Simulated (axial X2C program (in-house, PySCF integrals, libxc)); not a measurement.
# TeBr⁻: bond curves with and without spin–orbit coupling

What are the state, bond length, wavenumber and bond energy of TeBr⁻, and what does spin–orbit coupling change?

Method: all-electron X2C, Te dyall-acv3z, Br dyall-acv3z; program: an in-house X2C program for linear molecules on PySCF integrals.

All values are calculated.

## 1. The job

File task.json:

```json
{
 "zs": [
  52,
  35
 ],
 "q": -1,
 "bas": [
  "dyall-acv3z",
  "dyall-acv3z"
 ],
 "levels": [
  "PBE0",
  "HF",
  "BHandHLYP"
 ],
 "cc": true,
 "r0": 2.5,
 "thr": -1.0,
 "nmax": 90,
 "npts": 10,
 "nst": 2,
 "ntry": 6
}
```

Keys: zs atomic numbers; q charge; bas basis sets; levels methods (HF also brings MP2); cc coupled cluster on or off; r0 starting distance in Å; thr threshold in hartree for freezing inner shells (an s shell follows its p shell); nmax most natural virtual spinors; npts points asked for on the curve; nst determinants followed; ntry starts of the search.

Run with:

```sh
python so2c.py task.json out
```

Spin-free means the one-electron spin-free X2C Hamiltonian; two-component (2c) means X2C with spin–orbit coupling and atomic mean-field two-electron Coulomb and Gaunt terms. Basis: Te dyall-acv3z contracted to [12s13p9d5f1g], Br dyall-acv3z contracted to [9s10p7d5f1g]; Gaussian nuclei, density fitting. Masses: Te 129.906 u, Br 78.918 u.

Notation: σ, π±, δ± give the projection m of an orbital's angular momentum (0, ±1, ±2), α and β its spin, Λ and M_S the sums; ω is the projection of a spinor's total angular momentum and Ω the sum. Logs are in hartree.

The results follow Hamiltonian by Hamiltonian and level by level.

## 2. State search with PBE0

PBE0 moves the distance from 2.500 Å to 2.607 Å and compares determinants there.

Spin-free determinants:

| ΔE (eV) | state | open shells |
| --- | --- | --- |
| 0.00 | M_S = 0, Λ = 0 | closed shell |
| 1.14 | M_S = 1, Λ = 1 | beyond closed shells: σα, π+α, π+β, π-α |
| 1.35 | M_S = 0, Λ = 1 | beyond closed shells: σβ, π+α, π+β, π-α |
| 3.06 | M_S = 1, Λ = 0 | beyond closed shells: π+α, π-α |
| 3.84 | M_S = 1, Λ = 2 | beyond closed shells: 2 × π+α, π+β, π-α |
| 3.84 | M_S = 1, Λ = 0 | beyond closed shells: π+α, π+β, 2 × π-α |
| 3.86 | M_S = 0, Λ = 2 | beyond closed shells: π+α, 2 × π+β, π-α |

Two-component determinants:

| ΔE (eV) | state | open shells |
| --- | --- | --- |
| 0.00 | Ω = 0 | closed shell |
| 0.96 | Ω = 2 | excess of +ω over −ω: ω = 1/2, ω = 3/2 |
| 1.16 | Ω = 1 | excess of +ω over −ω: ω = -1/2, ω = 3/2 |
| 1.63 | Ω = 1 | excess of +ω over −ω: 2 × ω = 1/2 |
| 3.37 | Ω = 0 | closed shell |
| 3.60 | Ω = 3 | excess of +ω over −ω: 2 × ω = 3/2 |
| 4.14 | Ω = 1 | excess of +ω over −ω: ω = -1/2, ω = 3/2 |

## 3. PBE0, spin-free

State followed: M_S = 0, Λ = 0 (closed shell). The scan is laid around 2.607 Å, a first estimate of the minimum, and this SCF restarts from the orbitals of the search.

The SCF at the reference distance of 2.607 Å:

```text
spin-free X2C-1e  PBE0
basis functions 258  fitting functions 1332  grid points 5803
iter        total energy     max residual
   1      -9399.635828025     2.68e-05
   2      -9399.635828010     3.61e-05
   3      -9399.635828045     4.74e-06
   4      -9399.635828045     8.16e-07
converged
one-electron -13702.35915181  Coulomb 4203.51730958  exact exchange -66.52663503  xc functional -203.69678074  nuclear repulsion 369.42942995
```

Along the bond, energies from the lowest point:

```csv
R (Å),E (eV),μ (D),HOMO (eV),LUMO (eV),iterations
2.268,0.6871,1.55,-0.25,3.07,11
2.372,0.2574,1.21,-0.41,2.91,11
2.451,0.0869,0.95,-0.53,2.72,11
2.529,0.0093,0.69,-0.64,2.49,11
2.607,0.0000,0.42,-0.74,2.24,4
2.698,0.0502,0.11,-0.86,1.93,11
2.789,0.1453,-0.21,-0.98,1.64,11
2.907,0.3070,-0.63,-1.12,1.28,11
3.050,0.5338,-1.15,-1.29,0.89,11
3.259,0.8709,-1.90,-1.52,0.40,11
```

Dipoles are positive if Br is the positive end and refer to the centre of mass.

Outer orbitals at the reference distance:

```tsv
symmetry	occupied	ε (eV)	atomic character
σα	yes	-16.88	82% Br s, 6% Te p, 5% Te d
σα	yes	-10.74	76% Te s, 14% Br p, 5% Br d
σα	yes	-4.56	61% Br p, 29% Te p, 7% Te s
π-α	yes	-3.73	86% Br p, 9% Te p, 3% Te d
π+α	yes	-3.73	86% Br p, 9% Te p, 3% Te d
π-α	yes	-0.74	83% Te p, 8% Br p, 6% Br d
π+α	yes	-0.74	83% Te p, 8% Br p, 6% Br d
σα	no	2.24	57% Te p, 19% Br p, 8% Te d
σα	no	3.55	67% Te s, 23% Br p, 5% Br s
σα	no	3.92	80% Te p, 6% Br p, 6% Te s
π+α	no	3.98	94% Te p, 4% Br p
```

PBE0 fields in the half plane through the axis: z from -2.4 to 4.8 Å across, distance from the axis 0.15 to 2.25 Å upwards; Te lies at z = 0 and Br at z = 2.607 Å; the ELF is damped to zero where the density is low.

log10 density (e/bohr³). Ten even steps from '0' (-4.16 ) to '9' (1.84 ):
```
0111222222222111121111000
0112223333322222222221100
1122333333333233333322110
1122334444433334444332211
1123344555444444554443221
1223445565544445555543321
1223455777554455676544321
1223456898654556897554321
```

ELF. Ten even steps from '0' (0.00 ) to '9' (0.88 ):
```
0012467887520000122210000
0024689998630001345431000
0025789999741014677653100
0025799999851137899874200
0024788766752368999985310
0013664232344588668986310
0013433787324773232786310
0002325686514862845376310
```

Re = 2.580 Å, ωe = 223.0 cm⁻¹, ωexe = 0.647 cm⁻¹, Be = 0.05159 cm⁻¹, De = 1.59 eV, μ = 0.52 D.

## 4. HF, spin-free

Output at 2.607 Å:

```text
spin-free X2C-1e  HF
basis functions 258  fitting functions 1332  grid points 5803
iter        total energy     max residual
   1      -9395.518952391     2.78e-01
   2      -9395.550380599     5.44e-03
   3      -9395.551253867     2.49e-03
   4      -9395.551416243     7.61e-04
   5      -9395.551448782     1.91e-04
   6      -9395.551454819     8.26e-05
   7      -9395.551455718     2.99e-05
   8      -9395.551455856     1.43e-05
   9      -9395.551455883     4.05e-06
  10      -9395.551455883     1.01e-06
converged
one-electron -13701.23284750  Coulomb 4202.48284088  exact exchange -266.23087921  xc functional 0.00000000  nuclear repulsion 369.42942995
```

Re = 2.607 Å, ωe = 215.7 cm⁻¹, ωexe = 0.695 cm⁻¹, Be = 0.05051 cm⁻¹, De = 0.385 eV, μ = 0.00 D.

## 5. BHandHLYP, spin-free

The SCF at the reference distance of 2.607 Å:

```text
spin-free X2C-1e  BHandHLYP
basis functions 258  fitting functions 1332  grid points 5803
iter        total energy     max residual
   1      -9400.237245546     7.68e-02
   2      -9400.239694136     3.34e-03
   3      -9400.239702148     3.53e-03
   4      -9400.239829854     2.53e-04
   5      -9400.239831225     1.01e-04
   6      -9400.239831475     5.04e-05
   7      -9400.239831530     1.07e-05
   8      -9400.239831535     3.86e-06
   9      -9400.239831535     4.20e-07
converged
one-electron -13702.53594823  Coulomb 4203.73260244  exact exchange -133.07954688  xc functional -137.78636881  nuclear repulsion 369.42942995
```

Re = 2.596 Å, ωe = 217.8 cm⁻¹, ωexe = 0.649 cm⁻¹, Be = 0.05094 cm⁻¹, De = 1.32 eV, μ = 0.24 D.

## 6. Correlated methods, spin-free

Correlated methods: 14 electrons correlated (frozen shells, counted by type: Te 4 s, 3 p, 2 d; Br 3 s, 2 p, 1 d), 324 virtual spinors in MP2, 90 natural virtuals in coupled cluster.

Output of the correlated part at 2.607 Å:

```text
correlated 14  virtual 324  natural virtual 90  E(MP2) -0.306148218  MP2 remainder -0.018807795
iter   CCSD correlation   residual
   1     -0.307354295   1.19e-01
   2     -0.315447502   4.16e-02
   3     -0.316316407   1.38e-02
   4     -0.316317728   5.13e-03
   5     -0.316336550   1.52e-03
   6     -0.316334022   4.87e-04
   7     -0.316334355   1.23e-04
   8     -0.316335161   3.67e-05
   9     -0.316334813   1.13e-05
  10     -0.316334810   3.69e-06
(T) -0.013632798  T1 0.0148  D1 0.0293  max T2 0.091
```

T1 in the output is the amplitude norm over the root of the electron number; divide by √2 for the Lee–Taylor value.

MP2: Re = 2.582 Å, ωe = 228.7 cm⁻¹, Be = 0.05152 cm⁻¹, De = 1.42 eV.

CCSD: Re = 2.607 Å, ωe = 216.9 cm⁻¹, ωexe = 0.625 cm⁻¹, Be = 0.05051 cm⁻¹, De = 1.37 eV. T1 at Re = 0.010 (Lee–Taylor, the printed value over √2).

CCSD(T): Re = 2.612 Å, ωe = 214.9 cm⁻¹, ωexe = 0.623 cm⁻¹, Be = 0.05033 cm⁻¹, De = 1.43 eV. T1 at Re = 0.010 (Lee–Taylor, the printed value over √2).

## 7. A higher determinant, spin-free

State: M_S = 1, Λ = 1 (beyond closed shells: σα, π+α, π+β, π-α).

Output at the reference distance:

```text
spin-free X2C-1e  PBE0
basis functions 258  fitting functions 1332  grid points 5803
iter        total energy     max residual
   1      -9399.593838066     1.92e-05
   2      -9399.593838077     2.48e-05
   3      -9399.593838092     3.75e-06
   4      -9399.593838093     2.66e-06
converged
one-electron -13702.06246252  Coulomb 4203.27367636  exact exchange -66.53067562  xc functional -203.70380627  nuclear repulsion 369.42942995
```

```csv
R (Å),E above the lowest PBE0 point (eV)
2.268,2.686
2.372,2.019
2.451,1.645
2.529,1.358
2.607,1.143
2.698,0.965
2.789,0.849
2.907,0.768
3.050,0.740
```

No constants are quoted: the lowest point is the long end of the scan.

## 8. The spin-free curves together

Energy (eV) of the followed determinant, spin-free, from each level's lowest point:

```csv
R (Å),PBE0,HF,MP2,CCSD,CCSD(T),BHandHLYP
2.268,0.687,0.805,0.728,n/a,n/a,0.750
2.372,0.257,0.328,0.276,0.330,0.338,0.297
2.451,0.087,0.130,0.095,0.131,0.136,0.112
2.529,0.009,0.029,0.011,0.029,0.032,0.021
2.607,0.000,0.000,0.000,0.000,0.000,0.000
2.698,0.050,0.031,0.052,0.031,0.027,0.038
2.789,0.145,0.108,0.152,0.110,0.103,0.122
2.907,0.307,0.249,0.325,0.256,0.245,0.272
3.050,0.534,0.452,0.570,n/a,n/a,0.486
3.259,0.871,0.756,0.940,n/a,n/a,0.808
```

## 9. PBE0, 2c

State followed: Ω = 0 (closed shell). The scan is laid around 2.607 Å, a first estimate of the minimum, and this SCF restarts from the orbitals of the search.

Output at 2.607 Å:

```text
two-component X2C + atomic mean field  PBE0
basis functions 258  fitting functions 1332  grid points 5803
iter        total energy     max residual
   1      -9395.882128363     1.30e-05
   2      -9395.882128356     2.14e-05
   3      -9395.882128371     1.34e-06
   4      -9395.882128372     5.55e-07
converged
one-electron -13691.73371620  Coulomb 4201.54254593  exact exchange -66.49082411  xc functional -203.59202855  nuclear repulsion 369.42942995  atomic mean-field constant -5.03753539
```

Along the bond, energies from the lowest point:

```csv
R (Å),E (eV),μ (D),HOMO (eV),LUMO (eV),iterations
2.268,0.7325,1.50,-0.02,3.10,12
2.372,0.2918,1.14,-0.18,2.92,11
2.451,0.1115,0.86,-0.29,2.74,12
2.529,0.0225,0.57,-0.40,2.51,12
2.607,0.0000,0.27,-0.51,2.27,4
2.698,0.0322,-0.09,-0.64,1.98,12
2.789,0.1061,-0.47,-0.76,1.71,12
2.907,0.2355,-0.99,-0.92,1.38,12
3.050,0.4151,-1.65,-1.11,1.02,12
3.259,0.6719,-2.63,-1.39,0.59,13
```

Dipoles are positive if Br is the positive end and refer to the centre of mass.

Outer spinors at the reference distance:

```
  ω  occupied  ε (eV)             atomic character     λ mixture
1/2       yes  -16.84   82% Br s, 6% Te p, 5% Te d        100% σ
1/2       yes  -10.74  76% Te s, 14% Br p, 5% Br d        100% σ
1/2       yes   -4.57  61% Br p, 28% Te p, 6% Te s   97% σ, 3% π
1/2       yes   -3.84  83% Br p, 12% Te p, 3% Te d   98% π, 2% σ
3/2       yes   -3.53   85% Br p, 9% Te p, 3% Te d        100% π
1/2       yes   -1.02  80% Te p, 10% Br p, 5% Br d   98% π, 2% σ
3/2       yes   -0.51   83% Te p, 8% Br p, 6% Br d        100% π
1/2        no    2.27  58% Te p, 18% Br p, 8% Te d   98% σ, 2% π
1/2        no    3.58  68% Te s, 21% Br p, 7% Br s        100% σ
1/2        no    3.89   86% Te p, 6% Br p, 3% Te s  67% σ, 33% π
3/2        no    3.99            94% Te p, 4% Br p        100% π
```

PBE0 fields in the half plane through the axis: z from -2.4 to 4.8 Å across, distance from the axis 0.15 to 2.25 Å upwards; Te lies at z = 0 and Br at z = 2.607 Å; the ELF is damped to zero where the density is low.

log10 density (e/bohr³). Ten even steps from '0' (-4.14 ) to '9' (1.83 ):
```
0011222222221111121111000
0112223333322222222221100
1122333333333233333322110
1122334444433334444332211
1123344555444444554443221
1223445555544445555543321
1223455777554455676544321
1223456898654556897554321
```

ELF. Ten even steps from ' ' (0.00 ) to '@' (0.88 ):
```
    ..::==**##%%####==::        ..::::::..        
    ::==**%%@@@@@@%%**--      ..--++++==--..      
    ::++##%%@@@@@@@@##==..  ..==**####**++--..    
    ::++##@@@@@@@@@@%%++....--##%%@@@@%%##==::    
    ::==##%%%%##****##++::--**%%@@@@@@@@%%++--..  
    ..==****==::--::--==--++%%%%****%%@@%%**--..  
    ..--++----##%%##--::==####--::==::##%%**--..  
      ::==::++**%%**++..==%%**::%%==++--%%**--..  
```

Re = 2.601 Å, ωe = 209.0 cm⁻¹, ωexe = 0.812 cm⁻¹, Be = 0.05077 cm⁻¹, De = 1.38 eV, μ = 0.30 D.

## 10. HF, 2c

The SCF at the reference distance of 2.607 Å:

```text
two-component X2C + atomic mean field  HF
basis functions 258  fitting functions 1332  grid points 5803
iter        total energy     max residual
   1      -9391.762572141     2.83e-01
   2      -9391.793919105     5.47e-03
   3      -9391.794794027     2.50e-03
   4      -9391.794958241     7.66e-04
   5      -9391.794992913     1.93e-04
   6      -9391.795000338     8.29e-05
   7      -9391.795001814     3.15e-05
   8      -9391.795002208     2.25e-05
   9      -9391.795002419     1.38e-05
  10      -9391.795002502     7.90e-06
  11      -9391.795002541     3.03e-06
  12      -9391.795002548     6.93e-07
  13      -9391.795002548     2.12e-07
converged
one-electron -13690.60353391  Coulomb 4200.50377289  exact exchange -266.08713608  xc functional 0.00000000  nuclear repulsion 369.42942995  atomic mean-field constant -5.03753539
```

Re = 2.632 Å, ωe = 198.6 cm⁻¹, ωexe = 0.974 cm⁻¹, Be = 0.04957 cm⁻¹, De = 0.188 eV, μ = -0.29 D.

## 11. BHandHLYP, 2c

Output at 2.607 Å:

```text
two-component X2C + atomic mean field  BHandHLYP
basis functions 258  fitting functions 1332  grid points 5803
iter        total energy     max residual
   1      -9396.482634734     7.80e-02
   2      -9396.485079945     3.35e-03
   3      -9396.485088491     3.55e-03
   4      -9396.485218232     2.56e-04
   5      -9396.485219698     1.02e-04
   6      -9396.485220012     5.20e-05
   7      -9396.485220103     9.67e-06
   8      -9396.485220125     4.94e-06
   9      -9396.485220134     2.44e-06
  10      -9396.485220139     8.09e-07
  11      -9396.485220139     4.79e-07
converged
one-electron -13691.91458026  Coulomb 4201.76191910  exact exchange -133.00791136  xc functional -137.71654218  nuclear repulsion 369.42942995  atomic mean-field constant -5.03753539
```

Re = 2.622 Å, ωe = 201.0 cm⁻¹, ωexe = 0.872 cm⁻¹, Be = 0.04997 cm⁻¹, De = 1.04 eV, μ = -0.03 D.

## 12. Correlated methods, 2c

Correlated methods: 14 electrons correlated (frozen shells, counted by type: Te 4 s, 3 p, 2 d; Br 3 s, 2 p, 1 d), 324 virtual spinors in MP2, 90 natural virtuals in coupled cluster.

Output of the correlated part at 2.607 Å:

```text
correlated 14  virtual 324  natural virtual 90  E(MP2) -0.305450073  MP2 remainder -0.018828806
iter   CCSD correlation   residual
   1     -0.306621918   1.18e-01
   2     -0.314673350   4.15e-02
   3     -0.315543127   1.38e-02
   4     -0.315543103   5.19e-03
   5     -0.315562136   1.57e-03
   6     -0.315559659   5.42e-04
   7     -0.315560097   2.02e-04
   8     -0.315561250   1.19e-04
   9     -0.315560339   7.53e-05
  10     -0.315560667   3.87e-05
  11     -0.315560574   1.22e-05
  12     -0.315560681   4.33e-06
  13     -0.315560684   1.73e-06
(T) -0.013531327  T1 0.0148  D1 0.0297  max T2 0.071
```

MP2: Re = 2.598 Å, ωe = 217.6 cm⁻¹, Be = 0.05086 cm⁻¹, De = 1.18 eV.

CCSD: Re = 2.627 Å, ωe = 203.7 cm⁻¹, ωexe = 0.814 cm⁻¹, Be = 0.04974 cm⁻¹, De = 1.13 eV. T1 at Re = 0.011 (Lee–Taylor, the printed value over √2).

CCSD(T): Re = 2.632 Å, ωe = 201.8 cm⁻¹, ωexe = 0.803 cm⁻¹, Be = 0.04957 cm⁻¹, De = 1.19 eV. T1 at Re = 0.011 (Lee–Taylor, the printed value over √2).

## 13. A higher determinant, 2c

State: Ω = 2 (excess of +ω over −ω: ω = 1/2, ω = 3/2).

Output at the reference distance:

```text
two-component X2C + atomic mean field  PBE0
basis functions 258  fitting functions 1332  grid points 5803
iter        total energy     max residual
   1      -9395.846729860     2.30e-05
   2      -9395.846729869     2.98e-05
   3      -9395.846729885     2.81e-06
   4      -9395.846729886     1.50e-06
converged
one-electron -13691.48185512  Coulomb 4201.33770175  exact exchange -66.49501372  xc functional -203.59945736  nuclear repulsion 369.42942995  atomic mean-field constant -5.03753539
```

```csv
R (Å),E above the lowest PBE0 point (eV)
2.268,2.515
2.372,1.845
2.451,1.469
2.529,1.180
2.607,0.963
2.698,0.783
2.789,0.664
2.907,0.579
3.050,0.546
```

No constants are quoted: the lowest point is the long end of the scan.

## 14. The 2c curves together

Energy (eV) of the followed determinant, 2c, from each level's lowest point:

```csv
R (Å),PBE0,HF,MP2,CCSD,CCSD(T),BHandHLYP
2.268,0.733,0.851,0.767,n/a,n/a,0.799
2.372,0.292,0.363,0.305,0.359,0.367,0.334
2.451,0.111,0.154,0.116,0.152,0.157,0.138
2.529,0.023,0.042,0.023,0.041,0.043,0.035
2.607,0.000,0.000,0.000,0.000,0.000,0.000
2.698,0.032,0.012,0.037,0.015,0.012,0.018
2.789,0.106,0.066,0.119,0.076,0.070,0.079
2.907,0.236,0.171,0.264,0.192,0.183,0.192
3.050,0.415,0.317,0.467,n/a,n/a,0.351
3.259,0.672,0.515,0.758,n/a,n/a,0.580
```

The whole job took 3.9 min on 1 thread of Arm Neoverse V1, shared host.

## 15. What came out

Lowest determinant that the search found at its distance, spin-free: M_S = 0, Λ = 0 (closed shell).

Lowest determinant that the search found at its distance, 2c: Ω = 0 (closed shell).

```
Hamiltonian      level  Re (Å)  ωe (cm⁻¹)  De (eV)  μ (D)
  spin-free       PBE0   2.580      223.0     1.59   0.52
  spin-free         HF   2.607      215.7    0.385   0.00
  spin-free        MP2   2.582      228.7     1.42    n/a
  spin-free       CCSD   2.607      216.9     1.37    n/a
  spin-free    CCSD(T)   2.612      214.9     1.43    n/a
  spin-free  BHandHLYP   2.596      217.8     1.32   0.24
         2c       PBE0   2.601      209.0     1.38   0.30
         2c         HF   2.632      198.6    0.188  -0.29
         2c        MP2   2.598      217.6     1.18    n/a
         2c       CCSD   2.627      203.7     1.13    n/a
         2c    CCSD(T)   2.632      201.8     1.19    n/a
         2c  BHandHLYP   2.622      201.0     1.04  -0.03
```

Dipoles are positive if Br is the positive end and refer to the centre of mass.

Time per point (s) on 1 thread of Arm Neoverse V1, shared host (2c runs; CCSD comes with the CCSD(T) run); the times are rough: PBE0 0.89, HF 0.74, MP2 1.3, CCSD(T) 6.8, BHandHLYP 0.98.

At CCSD(T), going from spin-free to two-component changes Re by +20 mÅ, ωe by -6.1 %; at least one of these shifts is too large to ignore. De moves by -0.25 eV; both De rest on single-determinant atoms, which can miss part of an open shell's spin–orbit lowering.

De refers to Te + Br-, each in the lowest determinant found, which need not be this curve's own limit. The state is a single determinant with fixed occupations, the lowest that a limited PBE0 search found. The closed shell is kept restricted; where the fragments are open shells, the energy then runs too high at long range. Dissociation energies refer to the lowest single-determinant-based atoms at the same level and basis. CCSD and (T) use frozen natural virtuals with an MP2 correction for the truncation. With the outer-core shells frozen, correlated bond lengths of heavy atoms tend to come out a few hundredths of an ångström too long.
